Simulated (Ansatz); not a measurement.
# ZrO: small, medium and large basis sets

One table from this session's results is given with a row withheld; the runs are named, their logs left out.

Computed with Ansatz 0.2.0, Gaussian basis. Level: one geometry, several basis sets.

Levels to be run: PBE0-D4/def2-SVP; ωB97M-V/def2-SVP; PBE0-D4/def2-QZVPP; ωB97M-V/def2-QZVPP; the functionals' def2-TZVPP values are taken from earlier runs.

## Structure used throughout

The geometry comes from an earlier relaxation with PBE0-D4 in a triple-zeta def2 set; it is a stationary point. Zr takes the def2 core potential; no spin-orbit term is included.

SMILES `[O]=[Zr]`, 2 atoms, charge 0, spin multiplicity 1.

Atoms are counted from 1 here; the program's logs count them from 0.

Bond lengths: O1–Zr2 1.704 Å.

The first run:

File in.yaml:

```yaml
crystal:
  periodic: [false, false, false]
  atoms:
    - {symbol: O, position_ang: [-0.724058, 0.257855, -0.367090]}
    - {symbol: Zr, position_ang: [0.724058, -0.257855, 0.367090]}
basis:
  gaussian: {orbitals: def2-SVP}
hamiltonian: {xc: pbe0, dispersion: d4}
output: {orbitals: {seedname: orbitals}}
```

The run is started by

```
$ ansatz run in.yaml --threads 2 --pin off --events-out ev --progress --plain --max-ram 32768MiB --backend cpu
```

Steps of the session up to this table: PBE0-D4 in def2-SVP; ωB97M-V in def2-SVP; PBE0-D4 in def2-QZVPP; ωB97M-V in def2-QZVPP.

One table of the session follows, with a row left open; its other results are not shown here.

It belongs to the step «Functionals by basis». 

```
functional       basis  HOMO (eV)  LUMO (eV)
   PBE0-D4    def2-SVP          ?          ?
   PBE0-D4  def2-TZVPP      -5.30      -3.14
   PBE0-D4  def2-QZVPP      -5.30      -3.14
   ωB97M-V    def2-SVP      -7.04      -0.65
   ωB97M-V  def2-TZVPP      -7.07      -0.68
   ωB97M-V  def2-QZVPP      -7.08      -0.68
```

**Question.** Estimate the row for PBE0-D4, def2-SVP.

The run gave: HOMO (eV): -5.27; LUMO (eV): -3.13. In the column «HOMO (eV)» it is the highest.
